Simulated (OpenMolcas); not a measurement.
# Ag²⁺ among point charges: CASSCF and CASPT2 levels and susceptibility

Aim: the splitting of the states of Ag²⁺ in the field of 4 point charges, its lowest levels with spin-orbit coupling and its magnetic susceptibility.

Program: OpenMolcas 26.06. Level of theory: state-averaged CASSCF and CASPT2, spin-orbit coupling by RASSI with atomic mean-field integrals. These are calculated values, not measurements, unless marked.

## 1. The system

| Item | Value |
| --- | --- |
| Species | Ag²⁺ (silver, Z = 47, 45 electrons) |
| Basis | ANO-RCC-VDZP [6s5p3d1f], 43 functions |
| Scalar Hamiltonian | DKH2, point nucleus |
| Inactive shells | 1s 2s 2p 3s 3p 3d 4s 4p |
| Active space | 9 electrons in 5 orbitals (4d) |
| Some configurations of this space | 4d⁹ |
| Orbitals | optimised for each spin and parity, averaged over all roots |

The outer shells:

4d9
```
4d [↑↓][↑↓][↑↓][↑↓][↑ ]
```

The ion sits among 4 point charges of -2 e arranged as a tetrahedron (Td), 1.81 Å from the ion.

Each step is its own input file, run in one work folder so that later steps find the files of earlier ones. Labels, J, g values, rates, χT and fits are worked out afterwards by a script from the matrices that RASSI stores.

## 2. One- and two-electron integrals

a.inp reads:

```
&GATEWAY
Coord
1

Ag 0.0 0.0 0.0
Basis=ANO-RCC-VDZP
Group=NoSym
NoMove
AngMom=0.0 0.0 0.0
AMFI
XField
4 Angstrom 0
1.045004 1.045004 1.045004 -2.000000
1.045004 -1.045004 -1.045004 -2.000000
-1.045004 1.045004 -1.045004 -2.000000
-1.045004 -1.045004 1.045004 -2.000000
&SEWARD
```

On the command line:

```sh
$ OMP_NUM_THREADS=1 MOLCAS_MEM=1689 MOLCAS_PROJECT=a pymolcas a.inp > a.log
```

## 3. CASSCF: doublets, 5 roots

a.inp reads:

```
&RASSCF
FileOrb=start.orb
Symmetry=1
Spin=2
nActEl=9 0 0
Inactive=18
Ras2=5
CIRoot=5 5 1
SDav=5
CIMx=300
Iter=120 100
PrWF=0.3
OrbListing=Nothing
MaxOrb=0
>>> COPY $Project.JobIph JOB001
```

start.orb holds the contracted functions of the basis, ordered by shell, or the orbitals of the step before.

## 4. RASSI: spin-orbit coupling between the states

a.inp reads:

```
&RASSI
NrOfJobIphs=1 5
1 2 3 4 5
IphNames
JOB001
EJob
SpinOrbit
DIPRint=1.0
SOCoupling=1000.0
Subsets=2
Property=9
'ANGMOM' 1 'ANGMOM' 2 'ANGMOM' 3 'MLTPL  1' 1 'MLTPL  1' 2 'MLTPL  1' 3
'AMFI' 1 'AMFI' 2 'AMFI' 3
SOProperty=3
'ANGMOM' 1 'ANGMOM' 2 'ANGMOM' 3
```

## 5. CASPT2: IPEA 0.25, imaginary shift 0.1 (closed shells correlated: 4s 4p)

a.inp reads:

```
>>> COPY JOB001 $Project.JobIph
&CASPT2
Multistate=5 1 2 3 4 5
NoMult
Frozen=14
IPEA=0.25
Imaginary=0.1
MaxIter=60
WThr=0.0 0.3 0.05
PrWF=0.5
NoMix
```

(Steps that only read results are left out.)

What does the calculation give? Wanted: spin-free ground state; first state of the same spin within the active space; lowest level; next level.

**Answer**, as computed:

| quantity | value |
| --- | --- |
| method | SS-CASPT2, IPEA 0.25, imaginary shift 0.1 (closed shells correlated: 4s 4p) |
| spin-free ground state | 2T2, 3-fold in its orbital part |
| first state of the same spin within the active space | 2E at 3640 cm⁻¹ |
| lowest level | 2-fold Γ7, g = 1.95, 1.95, 1.95 |
| next level | 1418.7 cm⁻¹ |
| χT at 300 K | 0.71 cm³ K/mol |
| effective moment at 300 K | 2.38 μB |

Cost by method:

| method | time of its own steps | time with the reference |
| --- | --- | --- |
| A. CASSCF | 2.3 s | 2.3 s |
| B. SS-CASPT2, IPEA 0.25, imaginary shift 0.1, +4s 4p | 0.87 s | 3.2 s |

Times are of one thread on a shared host.

**Reading.** The spin-free ground state (2T2) comes to 100 % from free-ion D terms and keeps the highest spin of the shell. χT at 300 K is 0.71, against 0.38 cm³ K/mol for the spin alone, so orbital moment adds to it. A ligand-field fit to the states below 45000 cm-1 gives 10Dq = -3638 cm-1, the gap between the two states. The field of point charges can differ much from that of real complexes. This is an electrostatic model: the charges have no orbitals.
